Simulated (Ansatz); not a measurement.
# Cs (Im-3m): seeking the equilibrium cell

Aim: the volume at which the pressure of Cs (Im-3m) vanishes.

Method: DFT r²SCAN, scalar-relativistic, plane waves, PAW, in Ansatz 0.2.0.

**1. Starting point**

Symmetry: Im-3m, No. 229, cubic system. Conventional cell: a = 6.067 Å, b = 6.067 Å, c = 6.067 Å, α = 90.00°, β = 90.00°, γ = 90.00°.

Coordinates:

```xyz
1
Lattice="-3.0335 3.0335 3.0335 3.0335 -3.0335 3.0335 3.0335 3.0335 -3.0335" Properties=species:S:1:pos:R:3 pbc="T T T"
Cs    0.0000    0.0000    0.0000
```

**2. First run, at the start cell**

File input.yaml:

```yaml
crystal:
  lattice:
    - [-3.0335, 3.0335, 3.0335]
    - [3.0335, -3.0335, 3.0335]
    - [3.0335, 3.0335, -3.0335]
  atoms:
    - { symbol: Cs, position: [0.0, 0.0, 0.0] }
basis:
  ecutwfc: 420
  ecutrho_ratio: 4
kpoints:
  mp_grid: { grid: [6, 6, 6] }
hamiltonian:
  xc: pbe
scf:
  occupations: { method: gaussian, width: 0.05 }
output:
  forces: true
  stress: true
  eigenvalues: true
```

On the command line:

```
$ ansatz run input.yaml --threads 1 --pin off --max-ram 2560MiB --backend cpu --events-out ev --progress --plain --runs-dir out
```

Further steps of the session: A new volume, run 2; A new volume, run 3; Another level, run 4; Volume adjusted, run 5; Volume adjusted, run 6.

Before running it: what results should come out? Wanted: volume; pressure; conventional cell; gap on the mesh.

As calculated:

| quantity | value |
| --- | --- |
| volume | 124.096 Å³/atom |
| pressure | 0.00 GPa |
| conventional cell | a = 6.284 Å, b = 6.284 Å, c = 6.284 Å, α = 90.00°, β = 90.00°, γ = 90.00° |
| gap on the mesh | none (metal) |

**Reading.** The volume went from 111.66 to 124.10 Å³/atom (+11.1 %), where 0.00 GPa is left.
